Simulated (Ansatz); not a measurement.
**C2H8AlBO3: one species, many methods**

The task here is to estimate one member of a computed series from the others.

Method: functionals in def2-TZVPP, the program's frozen cores in correlated methods; program: Ansatz 0.2.0, Gaussian basis.

Plan: PBE-D4, r2SCAN-D4, PBE0-D4, B3LYP-D4, ωB97X-V, ωB97M-V, B2PLYP; CCSD(T)/def2-TZVPP; MP2/def2-QZVPP; extrapolation to the limit.

### The relaxed structure

An earlier PBE0-D4 in a triple-zeta def2 set relaxation fixed the geometry.

15 atoms, charge 0, spin multiplicity 1.

Atoms are counted from 1 here; the program's logs count them from 0.

Bond lengths: C1–Al2 1.944 Å, C1–H8 1.093 Å, C1–H9 1.096 Å, C1–H10 1.094 Å, Al2–C3 1.945 Å, Al2–O4 1.712 Å, C3–H11 1.093 Å, C3–H12 1.094 Å, C3–H13 1.095 Å, O4–B5 1.351 Å, B5–O6 1.374 Å, B5–O7 1.374 Å, O6–H14 0.959 Å, O7–H15 0.960 Å. Angles: Al2–C1–H8 112.8°, Al2–C1–H9 110.7°, Al2–C1–H10 110.6°, H8–C1–H9 107.1°, H8–C1–H10 108.5°, H9–C1–H10 106.9°, C1–Al2–C3 126.4°, C1–Al2–O4 118.1°, C3–Al2–O4 115.4°, Al2–C3–H11 112.8°, Al2–C3–H12 111.1°, Al2–C3–H13 110.6°, H11–C3–H12 108.1°, H11–C3–H13 107.5°, H12–C3–H13 106.4°, Al2–O4–B5 137.9°, O4–B5–O6 122.3°, O4–B5–O7 119.8° and more.

The first run:

in.yaml reads:

```yaml
crystal:
  periodic: [false, false, false]
  atoms:
    - {symbol: C, position_ang: [-1.629142, -0.578866, -1.272490]}
    - {symbol: Al, position_ang: [0.179005, -0.089298, -0.751156]}
    - {symbol: C, position_ang: [1.628678, 0.410902, -1.947180]}
    - {symbol: O, position_ang: [0.592320, -0.176936, 0.907470]}
    - {symbol: B, position_ang: [0.032459, 0.131183, 2.097311]}
    - {symbol: O, position_ang: [0.519279, -0.357230, 3.285683]}
    - {symbol: O, position_ang: [-1.054893, 0.969177, 2.142855]}
    - {symbol: H, position_ang: [-1.893497, -0.220518, -2.270616]}
    - {symbol: H, position_ang: [-1.749639, -1.667962, -1.277830]}
    - {symbol: H, position_ang: [-2.356155, -0.182678, -0.558061]}
    - {symbol: H, position_ang: [1.378902, 0.264022, -3.000714]}
    - {symbol: H, position_ang: [2.535288, -0.161692, -1.729279]}
    - {symbol: H, position_ang: [1.890227, 1.466264, -1.814689]}
    - {symbol: H, position_ang: [1.281925, -0.921818, 3.146094]}
    - {symbol: H, position_ang: [-1.354758, 1.115440, 3.042601]}
basis:
  gaussian: {orbitals: def2-TZVPP}
hamiltonian: {xc: pbe, dispersion: d4}
output: {forces: true, orbitals: {seedname: orbitals}}
```

Launch:

```
$ ansatz run in.yaml --threads 2 --pin off --events-out ev --progress --plain --max-ram 22528MiB --backend cuda --devices 0, --max-vram 18GiB
```

Among the steps run: PBE-D4 (GGA); r2SCAN-D4 (meta-GGA); PBE0-D4 (hybrid); B3LYP-D4 (hybrid); ωB97X-V (range-separated); ωB97M-V (range-separated); B2PLYP (double hybrid); CCSD(T) in def2-TZVPP; MP2 in def2-QZVPP.

One table of the session follows, with a row left open; its other results are not shown here.

```
            method  atomisation energy (eV)
            PBE-D4                   65.140
         r2SCAN-D4                   64.503
           PBE0-D4                   64.002
          B3LYP-D4                   64.038
           ωB97X-V                   64.149
           ωB97M-V                   64.411
            B2PLYP                   63.604
     HF/def2-TZVPP                   47.818
    MP2/def2-TZVPP                   64.144
   CCSD/def2-TZVPP                   61.795
CCSD(T)/def2-TZVPP                   62.659
           MP2/CBS                        ?
       CCSD(T)/CBS                   64.250
```

Q: Estimate the row for MP2/CBS from the others.

**Answer.** atomisation energy (eV): 65.734. In the column «atomisation energy (eV)» it is the highest.

Caveats from the session: Free atoms (2 C, 1 Al, 3 O, 1 B, 8 H) were run apart at each level; the atomisation energy is their sum less the molecule, without zero-point or spin-orbit terms.
